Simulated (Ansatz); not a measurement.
# C₂H₆ClGa: one species, many methods

The task here is to estimate one member of a computed series from the others.

Program: Ansatz 0.2.0, Gaussian basis. Level of theory: functionals in def2-TZVPP, the program's frozen cores in correlated methods. These are calculated values, not measurements.

Levels to be run: LDA (SPW92), PBE-D4, revPBE-D4, BLYP-D4, r2SCAN-D4, B97M-V, PBE0-D4, B3LYP-D4, r2SCANh-D4, r2SCAN0-D4, HSE06-D4, BHLYP-D4, CAM-B3LYP-D4, LC-ωPBE, ωB97X-V, ωB97M-V, B2PLYP, PBE-QIDH; CCSD(T)/def2-SVP; CCSD(T)/def2-TZVPP; MP2/def2-QZVPP; extrapolation to the limit; RPA on PBE.

**The geometry**

The geometry comes from an earlier relaxation with PBE0-D4 in a triple-zeta def2 set; it is a stationary point, not always the lowest conformer.

SMILES `[CH3][Ga]([CH3])[Cl]`, 10 atoms, charge 0, spin multiplicity 1.

Atoms are counted from 1 here; the program's logs count them from 0.

Bond lengths: C1–Ga2 1.956 Å, C1–H5 1.089 Å, C1–H6 1.093 Å, C1–H7 1.093 Å, Ga2–C3 1.956 Å, Ga2–Cl4 2.171 Å, C3–H8 1.089 Å, C3–H9 1.093 Å, C3–H10 1.093 Å. Angles: Ga2–C1–H5 110.8°, Ga2–C1–H6 110.4°, Ga2–C1–H7 110.1°, H5–C1–H6 109.1°, H5–C1–H7 108.9°, H6–C1–H7 107.4°, C1–Ga2–C3 130.6°, C1–Ga2–Cl4 114.7°, C3–Ga2–Cl4 114.7°, Ga2–C3–H8 110.8°, Ga2–C3–H9 110.2°, Ga2–C3–H10 110.4°, H8–C3–H9 109.0°, H8–C3–H10 109.1°, H9–C3–H10 107.4°.

Set-up of the first run:

Contents of in.yaml:

```yaml
crystal:
  periodic: [false, false, false]
  atoms:
    - {symbol: C, position_ang: [-0.537034, 1.464885, -0.882027]}
    - {symbol: Ga, position_ang: [-0.407259, -0.328756, -0.111441]}
    - {symbol: C, position_ang: [0.982549, -1.137456, 1.003119]}
    - {symbol: Cl, position_ang: [-2.076636, -1.638137, -0.573412]}
    - {symbol: H, position_ang: [-1.476501, 1.587636, -1.419666]}
    - {symbol: H, position_ang: [-0.472395, 2.222329, -0.097183]}
    - {symbol: H, position_ang: [0.292066, 1.638425, -1.572624]}
    - {symbol: H, position_ang: [0.714252, -2.157294, 1.276355]}
    - {symbol: H, position_ang: [1.934621, -1.152231, 0.466745]}
    - {symbol: H, position_ang: [1.129436, -0.550702, 1.913131]}
basis:
  gaussian: {orbitals: def2-TZVPP}
hamiltonian: {xc: lda}
output: {orbitals: {seedname: orbitals}}
```

On the command line:

```bash
$ ansatz run in.yaml --threads 2 --pin off --events-out ev --progress --plain --max-ram 32768MiB --backend cpu
```

Steps of the session up to this table: LDA; PBE-D4 (GGA); revPBE-D4 (GGA); BLYP-D4 (GGA); r2SCAN-D4 (meta-GGA); B97M-V (meta-GGA); B3LYP-D4 (hybrid); r2SCANh-D4 (hybrid); r2SCAN0-D4 (hybrid); HSE06-D4 (hybrid); BHLYP-D4 (hybrid); CAM-B3LYP-D4 (range-separated); LC-ωPBE (range-separated); ωB97X-V (range-separated); ωB97M-V (range-separated); B2PLYP (double hybrid); PBE-QIDH (double hybrid).

One table of the session follows, with a row left open; its other results are not shown here.

It belongs to the step «Frontier levels by functional». 

```
  functional  HOMO (eV)  gap (eV)
 LDA (SPW92)      -6.71      4.77
      PBE-D4      -6.56      4.89
   revPBE-D4      -6.50      4.96
     BLYP-D4      -6.40      4.79
   r2SCAN-D4      -6.85      5.45
      B97M-V      -6.92      5.35
     PBE0-D4      -7.83      6.97
    B3LYP-D4      -7.58      6.44
  r2SCANh-D4      -7.32      6.19
  r2SCAN0-D4      -8.02      7.31
    HSE06-D4      -7.43      6.20
    BHLYP-D4      -8.96      8.86
CAM-B3LYP-D4      -9.16      9.19
     LC-ωPBE          ?         ?
     ωB97X-V     -10.17     11.23
     ωB97M-V     -10.02     10.85
```

Q: Estimate the row for LC-ωPBE from the others.

The run gave: HOMO (eV): -10.54; gap (eV): 11.77. In the column «HOMO (eV)» it is the lowest.
